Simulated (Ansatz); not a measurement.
# Re (Rhenium): how the settings move a relaxation

Aim: see which settings change the result for Re (Rhenium), by how much, and at what cost.

Program: Ansatz 0.2.0. Level of theory: reference: DFT, LDA, PAW with Ansatz's default frozen-core files, scalar-relativistic. These are calculated values, not measurements.

1 further run of the same task is left out (it didn't finish).

## Step 1: The system as given

Symmetry: P6_3/mmc, No. 194, hexagonal system. The conventional cell has a = 2.797 Å, b = 2.797 Å, c = 4.517 Å, α = 90.00°, β = 90.00°, γ = 120.00°. Re (site symmetry -6m2) is surrounded by 12 Re at 2.78 to 2.80 Å.

Structure file:

```cif
data_structure
_symmetry_space_group_name_H-M 'P6_3/mmc'
_symmetry_Int_Tables_number 194
_cell_length_a 2.7971
_cell_length_b 2.7971
_cell_length_c 4.5169
_cell_angle_alpha 90.000
_cell_angle_beta 90.000
_cell_angle_gamma 120.000
_cell_volume 30.61
loop_
_atom_site_label
_atom_site_type_symbol
_atom_site_symmetry_multiplicity
_atom_site_Wyckoff_symbol
_atom_site_fract_x
_atom_site_fract_y
_atom_site_fract_z
_atom_site_occupancy
Re1 Re 2 c 0.33333 0.66667 0.25000 1
```

## Step 2: Baseline

Contents of input.yaml:

```yaml
crystal:
  lattice:
    - [2.7971304821, 0.0, 0.0]
    - [-1.398565241, 2.4223860552, 0.0]
    - [0.0, 0.0, 4.5168672541]
  atoms:
    - { symbol: Re, position: [0.3333333333, 0.6666666667, 0.25] }
    - { symbol: Re, position: [0.6666666667, 0.3333333333, 0.75] }
kpoints:
  mp_grid: { grid: [14, 14, 8] }
scf:
  occupations: { method: fermi_dirac, width: 0.05 }
hamiltonian:
  xc: lda
  pseudopotentials: { kind: paw }
output:
  forces: true
  stress: true
  efg: { contact_densities: true }
relax:
  f_tol: 0.005
  max_steps: 80
  cell: {}
```

Run with:

```console
> ansatz run input.yaml --threads 1 --pin off --max-ram 2048MiB --backend cpu --events-out ev --progress --plain --runs-dir out
```

## Step 3: Variant: dispersion d4

Changes to input.yaml since step 2:

```diff
@@ -15,2 +15,3 @@
   pseudopotentials: { kind: paw }
+  dispersion: d4
 output:
@@ -19,2 +20,6 @@
   efg: { contact_densities: true }
+  write_density: true
+  write_potential: true
+  elf: true
+  volumetric_format: npy
 relax:
```

**Question.** What will these runs give? Wanted: for each run, ending; energy change; pressure; gap; force.

The runs gave:

```
             run     ending                                     energy change  pressure (GPa)  gap (eV)  force (eV/Å)  cycles  time
       reference  converged                                                 0             0.0      0.00          0.00      30  14 s
1: dispersion d4  converged  -730.7 meV/atom (offset of the dispersion model)             0.0      0.00          0.00      36  20 s
```

Times don't compare one to one where runs were asked for different outputs or read a saved state (see the inputs); cycles may leave out searches for a lower state.

**Reading.** The energy moves by -730.7 meV/atom, nearly all of it the dispersion term itself (-736.7 meV/atom); that offset belongs to the model and is no gain or loss of stability; the final volume goes from 28.67 to 28.16 Å³. The damping parameters are borrowed, as the log notes.
